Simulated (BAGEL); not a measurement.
**CH6FNSn (SMILES [CH3][SnH]([NH2])[F]): a chain of runs**

Aim: a single-point energy (HF/ANO-RCC-VDZP), then a single-point energy (NEVPT2(2,2)/ANO-RCC-VDZP) of CH6FNSn. 

The calculation is run with BAGEL 1.2.2.

## Step 1: The system as given

CH6FNSn: 10 atoms, total charge 0, spin state singlet. SMILES: `[CH3][SnH]([NH2])[F]`. The Sn2–N3 distance was set to 3.200 Å, away from the relaxed value. At this shape a bond of the SMILES string is far longer than usual.

Bond lengths: C1–Sn2 2.121 Å, Sn2–F4 1.931 Å, C1–H5 1.090 Å, C1–H6 1.090 Å, C1–H7 1.089 Å, Sn2–H8 1.704 Å, N3–H9 1.008 Å, N3–H10 1.008 Å. Angles: C1–Sn2–F4 103.5°, C1–Sn2–H8 120.3°, F4–Sn2–H8 103.2°, Sn2–C1–H5 108.9°, Sn2–C1–H6 110.7°, Sn2–C1–H7 109.4°, H5–C1–H6 109.4°, H5–C1–H7 109.0°, H6–C1–H7 109.5°, H9–N3–H10 110.2°.

## Step 2: A single-point energy at HF/ANO-RCC-VDZP (DKH2, density fitting with AutoAux) (run 1)

calc.json

```json
{ "bagel": [

{
  "title": "molecule",
  "basis": "ano-rcc-vdzp.json",
  "df_basis": "ano-rcc-vdzp-autoaux.json",
  "angstrom": false,
  "dkh": true,
  "geometry": [
    { "atom": "C", "xyz": [    -3.67391860,     2.99247391,    -0.66809566 ] },
    { "atom": "Sn", "xyz": [    -1.76397241,    -0.05187487,    -2.44141466 ] },
    { "atom": "N", "xyz": [     2.87654111,    -2.05073079,     0.88023443 ] },
    { "atom": "F", "xyz": [    -4.21305747,    -2.75663987,    -2.36695945 ] },
    { "atom": "H", "xyz": [    -3.99177054,     2.51720779,     1.31101451 ] },
    { "atom": "H", "xyz": [    -2.55727944,     4.71930565,    -0.78677046 ] },
    { "atom": "H", "xyz": [    -5.49183514,     3.28651530,    -1.58820331 ] },
    { "atom": "H", "xyz": [    -0.95913805,     0.12727116,    -5.55473845 ] },
    { "atom": "H", "xyz": [     3.24976202,    -1.15405574,     2.51938287 ] },
    { "atom": "H", "xyz": [     4.50057174,    -2.47932068,    -0.01833034 ] }
  ]
},

{
  "title": "hf"
},

{
  "title": "print",
  "file": "orbitals.molden",
  "orbitals": true
}

]}
```

The basis set ANO-RCC-VDZP is read from a file made from the Basis Set Exchange's data (not shown).

The run is started by

```sh
$ BAGEL_NUM_THREADS=1 BAGEL calc.json > calc.out
```

Log:

```text
* using 1 threads per process

  ===============================================================
  ===============================================================

  *** Geometry ***

  { "atom" : "C", "xyz" : [     -3.673919,      2.992474,     -0.668096 ] },
  { "atom" : "Sn", "xyz" : [     -1.763972,     -0.051875,     -2.441415 ] },
  { "atom" : "N", "xyz" : [      2.876541,     -2.050731,      0.880234 ] },
  { "atom" : "F", "xyz" : [     -4.213057,     -2.756640,     -2.366959 ] },
  { "atom" : "H", "xyz" : [     -3.991771,      2.517208,      1.311015 ] },
  { "atom" : "H", "xyz" : [     -2.557279,      4.719306,     -0.786770 ] },
  { "atom" : "H", "xyz" : [     -5.491835,      3.286515,     -1.588203 ] },
  { "atom" : "H", "xyz" : [     -0.959138,      0.127271,     -5.554738 ] },
  { "atom" : "H", "xyz" : [      3.249762,     -1.154056,      2.519383 ] },
  { "atom" : "H", "xyz" : [      4.500572,     -2.479321,     -0.018330 ] },

  Number of auxiliary basis functions:     1238

  Since a DF basis is specified, we compute 2- and 3-index integrals:
    o Being stored without compression. Storage requirement is 0.131 GB

  Number of basis functions:      115
  Number of electrons      :       78

    * METHOD: MOLECULE                             3.55

  *** RHF ***

  === Nuclear Repulsion ===
   368.7864710974

      * DIIS with orbital gradients will be used.

  === RHF iteration (ano-rcc-vdzp.json) ===
      0      -6367.24891830          0.02384974           0.72
      1      -6367.27749471          0.02400662           0.72
      2      -6367.76296546          0.00428658           0.72
      3      -6367.77960839          0.00137433           0.72
      4      -6367.78207860          0.00049595           0.72
      5      -6367.78248579          0.00028348           0.72
      6      -6367.78261036          0.00010821           0.72
      7      -6367.78263800          0.00003456           0.71
      8      -6367.78264232          0.00001507           0.71
      9      -6367.78264327          0.00000932           0.71
     10      -6367.78264400          0.00000613           0.71
     11      -6367.78264429          0.00000341           0.71
     12      -6367.78264439          0.00000170           0.71
     13      -6367.78264440          0.00000078           0.71
     14      -6367.78264440          0.00000026           0.71
     15      -6367.78264441          0.00000015           0.71
     16      -6367.78264441          0.00000007           0.71
     17      -6367.78264441          0.00000004           0.71
     18      -6367.78264441          0.00000002           0.71
     19      -6367.78264441          0.00000001           0.71
    * SCF iteration converged.

    * Permanent dipole moment:
           (    0.087568,    -2.010152,     0.573374) a.u.

    * METHOD: HF                                  16.94

    * METHOD: PRINT                                0.03

  ===============================================================
```

Run time: 21 s. Hardware: 1 thread of Arm Neoverse V1, shared host; peak memory 0.45 GiB.

## Step 3: The energy at NEVPT2(2,2)/ANO-RCC-VDZP (DKH2, density fitting with AutoAux) (run 2)

calc.json

```json
{ "bagel" : [

{
  "title" : "molecule",
  "basis" : "ano-rcc-vdzp.json",
  "df_basis" : "ano-rcc-vdzp-autoaux.json",
  "angstrom" : "false",
  "dkh" : "true",
  "geometry" : [
    { "atom" : "C", "xyz" : [ -3.67391860,  2.99247391, -0.66809566 ] },
    { "atom" : "Sn", "xyz" : [ -1.76397241, -0.05187487, -2.44141466 ] },
    { "atom" : "N", "xyz" : [  2.87654111, -2.05073079,  0.88023443 ] },
    { "atom" : "F", "xyz" : [ -4.21305747, -2.75663987, -2.36695945 ] },
    { "atom" : "H", "xyz" : [ -3.99177054,  2.51720779,  1.31101451 ] },
    { "atom" : "H", "xyz" : [ -2.55727944,  4.71930565, -0.78677046 ] },
    { "atom" : "H", "xyz" : [ -5.49183514,  3.28651530, -1.58820331 ] },
    { "atom" : "H", "xyz" : [ -0.95913805,  0.12727116, -5.55473845 ] },
    { "atom" : "H", "xyz" : [  3.24976202, -1.15405574,  2.51938287 ] },
    { "atom" : "H", "xyz" : [  4.50057174, -2.47932068, -0.01833034 ] }
  ]
},
{
  "title" : "hf"
},
{
  "title" : "casscf",
  "nstate" : 1,
  "nact" : 2,
  "nclosed" : 38,
  "active" : [38, 40],
  "maxiter" : 200,
  "natocc" : "true"
},
{
  "title" : "nevpt2",
  "nstate" : 1,
  "nact" : 2,
  "nclosed" : 38,
  "active" : [38, 40],
  "maxiter" : 200,
  "natocc" : "true",
  "ncore" : 21
},
{
  "title" : "print",
  "file" : "orbitals.molden",
  "orbitals" : "true"
}

]}
```

The basis set ANO-RCC-VDZP is read from a file made from the Basis Set Exchange's data (not shown).

The run is started by

```sh
$ BAGEL_NUM_THREADS=1 BAGEL calc.json > calc.out
```

Log:

```text
* using 1 threads per process

  ===============================================================
  ===============================================================

  *** Geometry ***

  { "atom" : "C", "xyz" : [     -3.673919,      2.992474,     -0.668096 ] },
  { "atom" : "Sn", "xyz" : [     -1.763972,     -0.051875,     -2.441415 ] },
  { "atom" : "N", "xyz" : [      2.876541,     -2.050731,      0.880234 ] },
  { "atom" : "F", "xyz" : [     -4.213057,     -2.756640,     -2.366959 ] },
  { "atom" : "H", "xyz" : [     -3.991771,      2.517208,      1.311015 ] },
  { "atom" : "H", "xyz" : [     -2.557279,      4.719306,     -0.786770 ] },
  { "atom" : "H", "xyz" : [     -5.491835,      3.286515,     -1.588203 ] },
  { "atom" : "H", "xyz" : [     -0.959138,      0.127271,     -5.554738 ] },
  { "atom" : "H", "xyz" : [      3.249762,     -1.154056,      2.519383 ] },
  { "atom" : "H", "xyz" : [      4.500572,     -2.479321,     -0.018330 ] },

  Number of auxiliary basis functions:     1238

  Since a DF basis is specified, we compute 2- and 3-index integrals:
    o Being stored without compression. Storage requirement is 0.131 GB

  Number of basis functions:      115
  Number of electrons      :       78

    * METHOD: MOLECULE                             3.53

  *** RHF ***

  === Nuclear Repulsion ===
   368.7864710974

      * DIIS with orbital gradients will be used.

  === RHF iteration (ano-rcc-vdzp.json) ===
      0      -6367.24891830          0.02384974           0.69
      1      -6367.27749471          0.02400662           0.69
      2      -6367.76296546          0.00428658           0.69
      3      -6367.77960839          0.00137433           0.69
      4      -6367.78207860          0.00049595           0.69
      5      -6367.78248579          0.00028348           0.70
      6      -6367.78261036          0.00010821           0.70
      7      -6367.78263800          0.00003456           0.70
      8      -6367.78264232          0.00001507           0.70
      9      -6367.78264327          0.00000932           0.70
     10      -6367.78264400          0.00000613           0.70
     11      -6367.78264429          0.00000341           0.70
     12      -6367.78264439          0.00000170           0.70
     13      -6367.78264440          0.00000078           0.70
     14      -6367.78264440          0.00000026           0.70
     15      -6367.78264441          0.00000015           0.70
     16      -6367.78264441          0.00000007           0.71
     17      -6367.78264441          0.00000004           0.71
     18      -6367.78264441          0.00000002           0.70
     19      -6367.78264441          0.00000001           0.70
    * SCF iteration converged.

    * Permanent dipole moment:
           (    0.087568,    -2.010152,     0.573374) a.u.

    * METHOD: HF                                  16.54

  ---------------------------
      CASSCF calculation
  ---------------------------

    ==== Active orbitals : =====
         Orbital 38
         Orbital 40
    ============================

    * nstate   :      1
    * nclosed  :     38
    * nact     :      2
    * nvirt    :     75
  === CASSCF iteration (ano-rcc-vdzp.json) ===

    * Using the second-order algorithm

      0  0     -6367.78412262     4.77e-04      0.21

      1  0     -6367.80474397     1.26e-03      3.04

      2  0     -6367.83237063     2.48e-03      3.58

      3  0     -6367.84508973     1.80e-03      3.44

      4  0     -6367.84956374     1.16e-03      3.40

      5  0     -6367.85096923     6.10e-04      3.44

      6  0     -6367.85137477     3.16e-04      3.41

      7  0     -6367.85148670     1.62e-04      3.45

      8  0     -6367.85151706     8.36e-05      3.47

      9  0     -6367.85152524     4.32e-05      3.46

     10  0     -6367.85152744     2.23e-05      3.51

     11  0     -6367.85152803     1.15e-05      3.49

     12  0     -6367.85152818     5.96e-06      3.53

     13  0     -6367.85152822     3.08e-06      3.51

     14  0     -6367.85152824     1.60e-06      3.47

     15  0     -6367.85152825     8.26e-07      3.47

     16  0     -6367.85152824     4.27e-07      3.46

     17  0     -6367.85152824     2.21e-07      3.49

     18  0     -6367.85152824     1.14e-07      3.33

     19  0     -6367.85152824     5.93e-08      3.20

     20  0     -6367.85152824     3.06e-08      3.19

     21  0     -6367.85152824     1.58e-08      3.09

     22  0     -6367.85152824     8.12e-09      2.95

    * Second-order optimization converged. *

     guess   0:   closed 1.                   open ..

  === FCI iteration ===

      0  0     -6367.76633336     7.85e-02      0.00
      1  0     -6367.84315182     2.44e-02      0.00
      2  0 *   -6367.85152824     3.60e-16      0.00

     * ci vector, state   0, <S^2> = 0.0000
       2.     0.8751316983
       .2    -0.4838848114

    * METHOD: CASSCF                              77.89

    * freezing 21 orbitals

  === DF-NEVPT2 calculation ===

    * 3-index integral transformation done
    * assembly done

      NEVPT2 correlation energy:   -1.0197497039      0.58

          (+0)     -0.8200224562
          (+0)'    -0.1016096556
          (+1)     -0.0221406922
          (+1)'    -0.0062707416
          (+2)     -0.0003266945
          (-1)     -0.0646381850
          (-1)'    -0.0035941591
          (-2)     -0.0011471197

      NEVPT2 total energy:       -6368.8712779419

    * METHOD: NEVPT2                               1.69

    * METHOD: PRINT                                0.03

  ===============================================================
```

It took 100 s on 1 thread of Arm Neoverse V1, shared host; peak memory 0.46 GiB.

## Step 4: What came out

```
                                     quantity           value
         run 1, HF/ANO-RCC-VDZP: total energy  -6367.78264 Eh
        run 1, HF/ANO-RCC-VDZP: dipole moment          5.32 D
          run 1, HF/ANO-RCC-VDZP: HOMO energy        -8.13 eV
          run 1, HF/ANO-RCC-VDZP: LUMO energy        -0.28 eV
        run 1, HF/ANO-RCC-VDZP: HOMO–LUMO gap         7.85 eV
run 2, NEVPT2(2,2)/ANO-RCC-VDZP: total energy  -6368.87128 Eh
```

What this shows: One bond (run 1, HF/ANO-RCC-VDZP) is far stretched, which a spin-restricted single reference describes badly; a broken-symmetry solution may lie lower.
